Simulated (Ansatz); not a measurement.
**GeH₄OS (SMILES [OH][GeH2][SH]): functionals against CCSD(T) at one geometry**

One table from this session's results is given with a row withheld; the runs are named, their logs left out.

The runs use Ansatz 0.2.0, Gaussian basis; single points in def2-TZVPP.

Cores are frozen in the correlated methods. Filled d shells of the heavier atoms are correlated.

## The system as given

7 atoms, charge 0, spin multiplicity 1.

Atoms are counted from 1 here; the program's logs count them from 0.

Bond lengths: O1–Ge2 1.787 Å, O1–H4 0.926 Å, Ge2–S3 2.285 Å, Ge2–H5 1.495 Å, Ge2–H6 1.509 Å, S3–H7 1.301 Å. Angles: Ge2–O1–H4 124.3°, O1–Ge2–S3 99.8°, O1–Ge2–H5 105.2°, O1–Ge2–H6 111.8°, S3–Ge2–H5 112.8°, S3–Ge2–H6 114.9°, H5–Ge2–H6 111.4°, Ge2–S3–H7 92.0°.

As a file:

```mol
GeH4OS
  3D, bonds by distance, orders not assigned

  7  6  0  0  0  0  0  0  0  0999 V2000
   -1.5136   -0.6103   -0.0343 O   0  0
    0.0064    0.3252   -0.1144 Ge  0  0
    1.4722   -1.2513    0.6516 S   0  0
   -2.3499   -0.2630   -0.2258 H   0  0
    0.1979    0.6375   -1.5643 H   0  0
   -0.0650    1.5834    0.7152 H   0  0
    2.4773   -0.4317    0.5490 H   0  0
  1  2  8  0
  1  4  8  0
  2  3  8  0
  2  5  8  0
  2  6  8  0
  3  7  8  0
M  END
```

The first run:

run/in.yaml

```yaml
crystal:
  periodic: [false, false, false]
  atoms:
    - {symbol: O, position_ang: [-1.513600, -0.610300, -0.034300]}
    - {symbol: Ge, position_ang: [0.006400, 0.325200, -0.114400]}
    - {symbol: S, position_ang: [1.472200, -1.251300, 0.651600]}
    - {symbol: H, position_ang: [-2.349900, -0.263000, -0.225800]}
    - {symbol: H, position_ang: [0.197900, 0.637500, -1.564300]}
    - {symbol: H, position_ang: [-0.065000, 1.583400, 0.715200]}
    - {symbol: H, position_ang: [2.477300, -0.431700, 0.549000]}
basis:
  gaussian: {orbitals: def2-TZVPP}
correlation: {method: ccsd_t}
output: {forces: true}
```

The command line of these runs was not kept.

Steps of the session up to this table: CCSD(T)/def2-TZVPP; PBE0-D4/def2-TZVPP; wB97M-V/def2-TZVPP; r2SCAN-D4/def2-TZVPP; PBE-D4/def2-TZVPP; revPBE-D4/def2-TZVPP; HSE06-D4/def2-TZVPP.

One table of the session follows, with a row left open; its other results are not shown here.

| method | RMS force component (eV/Å) | angle to CCSD(T) forces (°) | dipole (D) |
| --- | --- | --- | --- |
| CCSD(T) | 0.856 | reference | 2.59 |
| PBE0-D4 | 0.876 | 4.3 | 2.63 |
| wB97M-V | ? | ? | ? |
| r2SCAN-D4 | 0.890 | 2.6 | 2.59 |
| PBE-D4 | 0.985 | 12.0 | 2.46 |
| revPBE-D4 | 0.976 | 14.3 | 2.44 |
| HSE06-D4 | 0.878 | 4.3 | 2.63 |

Q: Estimate the row for wB97M-V from the others.

The run gave: RMS force component (eV/Å): 0.847; angle to CCSD(T) forces (°): 2.3; dipole (D): 2.64. In the column «RMS force component (eV/Å)» it is the lowest.
